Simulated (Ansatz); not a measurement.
Hf2Pd2Se2Br2O3:

```
CELL_PARAMETERS angstrom
-1.89227 2.67212 12.28423
1.89227 -2.67212 12.28423
1.89227 2.67212 -12.28423
ATOMIC_POSITIONS crystal
Hf 0.92095 0.92095 0.00000
Hf 0.07905 0.07905 0.00000
Pd 0.68332 0.68332 0.00000
Pd 0.31668 0.31668 0.00000
Se 0.61777 0.11777 0.50000
Se 0.38223 0.88223 0.50000
Br 0.78660 0.78660 0.00000
Br 0.21340 0.21340 0.00000
O 0.90121 0.40121 0.50000
O 0.09879 0.59879 0.50000
O 0.00000 0.00000 0.00000
```

The cell was built by a generator and needn't be a form met in nature.

| Quantity | Value |
| --- | --- |
| Program | Ansatz 0.2.0 |
| Task | relaxation of cell and atoms |
| Functional | PBE |
| Dispersion | D3(BJ)-ATM |
| Potentials or basis | Ansatz PAW |
| Cutoff | 420 eV (not typed: the program's choice for these potentials) |
| k mesh | 6 × 6 × 6 |
| Occupations | fermi-dirac, width 0.05 eV |
| Spin | no spin polarisation |

At the start: volume 22.59 Å³/atom.

Where does the relaxation end?

It ends after 10 steps and the volume is 22.01 Å³/atom (-2.6 %); space group Immm (No. 71, to 0.05 Å).

The path:
```
step  energy change (eV)  largest force (eV/Å)  volume (Å³)
   1              0.0000                0.0362       248.45
   2             -0.0391                0.0867       243.40
   3             -0.0436                0.0650       241.93
   4             -0.0445                0.0447       242.15
   5             -0.0453                0.0219       242.15
   6             -0.0454                0.0152       242.15
   7             -0.0455                0.0018       242.16
   8             -0.0398                0.0019       242.16
   9             -0.0399                0.0012       242.07
  10             -0.0399                0.0012       242.07
```

Final structure:
```yaml
crystal:
  lattice:
    - [-1.87882, 2.62710, 12.26106]
    - [1.87882, -2.62710, 12.26106]
    - [1.87882, 2.62710, -12.26106]
  atoms:
    - { symbol: Hf, position: [0.92095, 0.92095, 0.00000] }
    - { symbol: Hf, position: [0.07905, 0.07905, 0.00000] }
    - { symbol: Pd, position: [0.68421, 0.68421, 0.00000] }
    - { symbol: Pd, position: [0.31579, 0.31579, 0.00000] }
    - { symbol: Se, position: [0.61853, 0.11853, 0.50000] }
    - { symbol: Se, position: [0.38147, 0.88147, 0.50000] }
    - { symbol: Br, position: [0.78702, 0.78702, 0.00000] }
    - { symbol: Br, position: [0.21298, 0.21298, 0.00000] }
    - { symbol: O, position: [0.90014, 0.40014, 0.50000] }
    - { symbol: O, position: [0.09986, 0.59986, 0.50000] }
    - { symbol: O, position: [0.00000, 0.00000, 0.00000] }
```

Caveat: the plane-wave basis is chosen anew once the cell has moved, so the energies of steps on either side of that aren't comparable; pairwise dispersion overbinds metals, which lowers pressure and volume.
